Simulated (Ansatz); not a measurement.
# CBr2ClF (dibromochlorofluoromethane): MP2/cc-pVDZ

Aim: the electronic atomisation energy of CBr2ClF (dibromochlorofluoromethane) at MP2/cc-pVDZ, from 5 runs. 

Program for the calculation: Ansatz 0.2.0.

56 further runs of the same task are left out: 4 that didn't finish, 52 set aside as unsound or not needed.

### Step 1. The molecule

CBr2ClF: 5 atoms, total charge 0, spin state singlet. As SMILES, `FC(Cl)(Br)Br`. The shape is that of a PBE0-D4/def2-TZVP optimisation.

Bond lengths: F1–C2 1.331 Å, C2–Cl3 1.752 Å, C2–Br4 1.936 Å, C2–Br5 1.936 Å. Angles: F1–C2–Cl3 108.8°, F1–C2–Br4 108.2°, F1–C2–Br5 108.2°, Cl3–C2–Br4 110.5°, Cl3–C2–Br5 110.5°, Br4–C2–Br5 110.3°.

### Step 2. A single-point energy at MP2/cc-pVDZ

File run.yaml:

```yaml
crystal:
  periodic: [false, false, false]
  atoms:
    - symbol: F
      position_ang: [1.219400, -0.708600, 0.266600]
    - symbol: C
      position_ang: [0.074700, -0.067500, 0.041700]
    - symbol: Cl
      position_ang: [-0.943400, -0.212100, 1.460600]
    - symbol: Br
      position_ang: [-0.781900, -0.877000, -1.494500]
    - symbol: Br
      position_ang: [0.481200, 1.791500, -0.315900]
basis:
  gaussian: {orbitals: cc-pVDZ}
correlation: {method: mp2, frozen_orbitals: {Br: 9, C: 1, Cl: 5, F: 1}}
accuracy: high
```

Command:

```
$ ansatz run run.yaml --threads 1 --pin off --max-ram 3480MiB --events-out events.jsonl --progress --plain --runs-dir runs
```

The program printed:

```text
Warning: RAYON_NUM_THREADS=1 ignored (pool sized by the plan → 1); use --threads N
Functional definition: HF
  name "HF"
  exchange = exact_x
  correlation = 0
2136 factors; integrals over basis functions are off by at most 4.6e-9 eV
mean field evaluation 1: about -156230.4540 eV, gradient 4.1e1 eV
mean field evaluation 2: about -156230.9452 eV, gradient 4.2e1 eV
mean field evaluation 4: about -156235.2453 eV, gradient 2.7e0 eV
mean field evaluation 8: about -156235.3144 eV, gradient 2.7e-1 eV
mean field evaluation 16: about -156235.3146 eV, gradient 4.2e-7 eV
mean field -156235.31464814 eV, -5741.5419132192 hartree, gradient 3.1e-8 eV, S^2 0.000000; 0 other end points of the search recorded, 0 dependent functions left out
25 core orbitals not correlated: weight in the atoms' cores, before any rotation towards them, 1.000 or more for the frozen orbitals, at most 0.000 for the correlated occupied ones
reference -156235.31464814 eV, -5741.5419132192 hartree; 26, 26 occupied and 49, 49 virtual orbitals, 2136 factors
second order -19.64406386 eV of doubles, -0.00000000 eV of singles
Total energy: -156254.95871200 eV, -5742.2638192510 hartree
```

Run time: 9.6 s. Hardware: 1 thread of Arm Neoverse V1, shared host; peak memory 0.41 GiB.

### Step 3. The Br atom

File in.yaml:

```yaml
crystal:
  periodic: [false, false, false]
  atoms:
    - {symbol: Br, position_ang: [0.000000, 0.000000, 0.000000]}
basis:
  gaussian:
    orbitals: cc-pVDZ
magnetization:
  spin_polarized: true
  initial_magnetization: 1
accuracy: high
correlation:
  method: mp2
  frozen_orbitals: {Br: 9}
```

Run the same way, it converges to -2572.47308 Eh (log not shown).

### Step 4. The C atom at the same level

File run.yaml:

```yaml
crystal:
  periodic: [false, false, false]
  atoms:
    - {symbol: C, position_ang: [0.000000, 0.000000, 0.000000]}
basis:
  gaussian: {orbitals: cc-pVDZ}
magnetization: {spin_polarized: true, initial_magnetization: 2}
correlation: {method: mp2, frozen_orbitals: {C: 1}}
accuracy: high
```

Run the same way, it converges to -37.73831 Eh (log not shown).

### Step 5. The Cl atom, same level

File run.yaml:

```yaml
crystal:
  periodic: [false, false, false]
  atoms:
    - {symbol: Cl, position_ang: [0.000000, 0.000000, 0.000000]}
basis:
  gaussian:
    orbitals: cc-pVDZ
magnetization:
  spin_polarized: true
  initial_magnetization: 1
correlation:
  method: mp2
  frozen_orbitals: {Cl: 5}
accuracy: high
```

Run the same way, it converges to -459.58094 Eh (log not shown).

### Step 6. The F atom

File input.yaml:

```yaml
crystal:
  periodic: [false, false, false]
  atoms:
    - {symbol: F, position_ang: [0.000000, 0.000000, 0.000000]}
basis:
  gaussian: {orbitals: cc-pVDZ}
magnetization: {spin_polarized: true, initial_magnetization: 1}
correlation: {method: mp2, frozen_orbitals: {F: 1}}
accuracy: high
```

Command:

```
$ ansatz run input.yaml --threads 1 --pin off --max-ram 3480MiB --events-out events.jsonl --progress --plain --runs-dir runs
```

The program printed:

```text
Warning: RAYON_NUM_THREADS=1 ignored (pool sized by the plan → 1); use --threads N
Functional definition: HF
  name "HF"
  exchange = exact_x
  correlation = 0
96 factors; integrals over basis functions are off by at most 1.7e-9 eV
mean field evaluation 1: about -2703.9925 eV, gradient 7.3e0 eV
mean field evaluation 2: about -2703.9927 eV, gradient 7.3e0 eV
mean field evaluation 4: about -2704.1361 eV, gradient 6.5e-1 eV
mean field evaluation 8: about -2704.1380 eV, gradient 4.4e-6 eV
mean field evaluation 16: about -2704.1380 eV, gradient 3.0e-8 eV
mean field -2704.13804718 eV, -99.3752403031 hartree, gradient 5.8e-8 eV, S^2 0.752006; 3 other end points of the search recorded, 0 dependent functions left out
1 core orbitals not correlated: weight in the atoms' cores, before any rotation towards them, 1.000 or more for the frozen orbitals, at most 0.000 for the correlated occupied ones
reference -2704.13804718 eV, -99.3752403031 hartree; 4, 3 occupied and 9, 10 virtual orbitals, 96 factors
second order -3.82592278 eV of doubles, -0.00000000 eV of singles
Total energy: -2707.96396996 eV, -99.5158403721 hartree
```

Wall time 0.08 s (1 thread of Arm Neoverse V1, shared host).

### Step 7. Results

Level: MP2/cc-pVDZ, 25 core orbitals frozen.

```
                                              quantity           value
                                molecule: total energy  -5742.26382 Eh
molecule: correlation energy (25 core orbitals frozen)      -721.9 mEh
                                 Br atom: total energy  -2572.47308 Eh
  Br atom: correlation energy (9 core orbitals frozen)      -104.7 mEh
            Br atom: ⟨S²⟩ of the reference determinant           0.756
                                  C atom: total energy    -37.73831 Eh
    C atom: correlation energy (1 core orbital frozen)       -51.8 mEh
             C atom: ⟨S²⟩ of the reference determinant           2.006
                                 Cl atom: total energy   -459.58094 Eh
  Cl atom: correlation energy (5 core orbitals frozen)      -109.8 mEh
            Cl atom: ⟨S²⟩ of the reference determinant           0.756
                                  F atom: total energy    -99.51584 Eh
    F atom: correlation energy (1 core orbital frozen)      -140.6 mEh
             F atom: ⟨S²⟩ of the reference determinant           0.752
                         electronic atomisation energy       13.131 eV
```

**Reading.** Taking the molecule apart into free atoms costs 13.13 eV (303 kcal/mol), before zero-point energy and without spin-orbit coupling.
